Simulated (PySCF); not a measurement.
# CH5Ga: the cost of one run

Method: levels as typed in each script, gas phase, geometry from GFN2-xTB; program: PySCF 2.14.0.

**1. Where the work starts**

SMILES `C[GaH2]`, 7 atoms, charge 0, spin multiplicity 1.

Bond lengths: C1–Ga2 2.018 Å, C1–H3 1.095 Å, C1–H4 1.095 Å, C1–H5 1.094 Å, Ga2–H6 1.580 Å, Ga2–H7 1.580 Å. Angles: Ga2–C1–H3 111.1°, Ga2–C1–H4 111.0°, Ga2–C1–H5 111.3°, H3–C1–H4 108.2°, H3–C1–H5 107.3°, H4–C1–H5 107.8°, C1–Ga2–H6 123.7°, C1–Ga2–H7 124.0°, H6–Ga2–H7 112.2°.

Geometry (Å):

```xyz
7
charge 0, multiplicity 1
C     1.5997    0.0011    0.0003
Ga   -0.4187    0.0000    0.0003
H     1.9934   -0.6931    0.7493
H     1.9908    0.9999    0.2195
H     1.9965   -0.3086   -0.9713
H    -1.2949   -1.3149   -0.0038
H    -1.3038    1.3086   -0.0037
```

**2. Density, bond paths and surface potential (PBE0/def2-tzvp)**

input.py

```python
import numpy as np
from pyscf import gto, scf, dft
from pyscf.scf import atom_ks, atom_hf
from scipy.linalg import block_diag

def solve(mol, dm0=None, hcore=None):
    mf = (dft.UKS if mol.spin else dft.RKS)(mol, xc='pbe0')
    mf.grids.level = 3
    mf = mf.density_fit(auxbasis='def2-universal-jkfit')
    mf.conv_tol, mf.max_cycle = 1e-8, 80
    if hcore is not None:
        mf.get_hcore = lambda *args: hcore
    mf.kernel(dm0)
    if not mf.converged:
        mf = mf.newton().run(mf.mo_coeff, mf.mo_occ, max_cycle=30)
    assert mf.converged, 'SCF not converged'
    return mf

mol = gto.M(atom='''
C      1.59968     0.00115     0.00026
Ga    -0.41871     0.00004     0.00027
H      1.99338    -0.69305     0.74929
H      1.99083     0.99986     0.21947
H      1.99654    -0.30859    -0.97131
H     -1.29494    -1.31491    -0.00379
H     -1.30385     1.30860    -0.00373
''', basis='def2-tzvp', charge=0, spin=0, verbose=4)
mf = solve(mol)
mf.analyze()
# spherically averaged free atoms, for the promolecule
atm = atom_ks.get_atm_nrks(mol, xc='pbe0')
pro = block_diag(*[(atm[a[0]][2] * atm[a[0]][3]) @ atm[a[0]][2].T for a in mol._atom])
np.savez('result.npz', e=mf.e_tot, c=mf.mo_coeff, occ=mf.mo_occ, eps=mf.mo_energy, pro=pro, dip=mf.dip_moment(verbose=0), s2=mf.spin_square()[0])
```

The run is started by

```console
$ OMP_NUM_THREADS=1 python input.py
```

Q: Estimate wall time and peak memory on 1 thread of Arm Neoverse V1, shared host.

About 9.2 s, with a peak of 0.43 GiB.
